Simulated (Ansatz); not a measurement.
# CF2NSn radical: basis-set convergence

How large a basis does CF2NSn radical need? Two functionals are run in growing sets.

Computed with Ansatz 0.2.0, Gaussian basis. Level: one geometry, several basis sets.

Plan: PBE0-D4/def2-SVP; ωB97M-V/def2-SVP; PBE0-D4/def2-QZVPP; ωB97M-V/def2-QZVPP; the functionals' def2-TZVPP values are taken from earlier runs.

### 1 Structure used throughout

An earlier PBE0-D4 in a triple-zeta def2 set relaxation fixed the geometry. Sn takes the def2 core potential; no spin-orbit term is included.

SMILES `N#[C][Sn]([F])[F]`, 5 atoms, charge 0, spin multiplicity 2.

Atoms are counted from 1 here; the program's logs count them from 0.

Bond lengths: N1–C2 1.153 Å, C2–Sn3 2.122 Å, Sn3–F4 1.905 Å, Sn3–F5 1.905 Å. Angles: N1–C2–Sn3 173.2°, C2–Sn3–F4 105.7°, C2–Sn3–F5 105.7°, F4–Sn3–F5 104.6°.

### 2 PBE0-D4 in def2-SVP

in.yaml reads:

```yaml
crystal:
  periodic: [false, false, false]
  atoms:
    - {symbol: N, position_ang: [1.316436, -1.575839, 1.359709]}
    - {symbol: C, position_ang: [0.644056, -0.817591, 0.809647]}
    - {symbol: Sn, position_ang: [-0.707933, 0.614059, 0.020019]}
    - {symbol: F, position_ang: [-1.578759, -0.248604, -1.438850]}
    - {symbol: F, position_ang: [0.376098, 1.954375, -0.791926]}
basis:
  gaussian: {orbitals: def2-SVP}
magnetization: {spin_polarized: true, initial_magnetization: 1}
hamiltonian: {xc: pbe0, dispersion: d4}
output: {orbitals: {seedname: orbitals}}
```

Command:

```console
$ ansatz run in.yaml --threads 4 --pin off --events-out ev --progress --plain --max-ram 10444MiB
```

Further steps of the session: ωB97M-V in def2-SVP; PBE0-D4 in def2-QZVPP; ωB97M-V in def2-QZVPP.

Q: Predict the results of all the runs planned. Wanted: PBE0-D4: double and triple zeta above quadruple; ωB97M-V: double and triple zeta above quadruple.

As calculated:

| quantity | value |
| --- | --- |
| PBE0-D4: double and triple zeta above quadruple | 10.87, 0.52 eV |
| ωB97M-V: double and triple zeta above quadruple | 11.07, 0.49 eV |

What this shows: PBE0-D4 gains 10.35 eV from double to triple zeta, then 0.52 eV more. Total energies overstate the basis error of differences, where much of it tends to cancel.
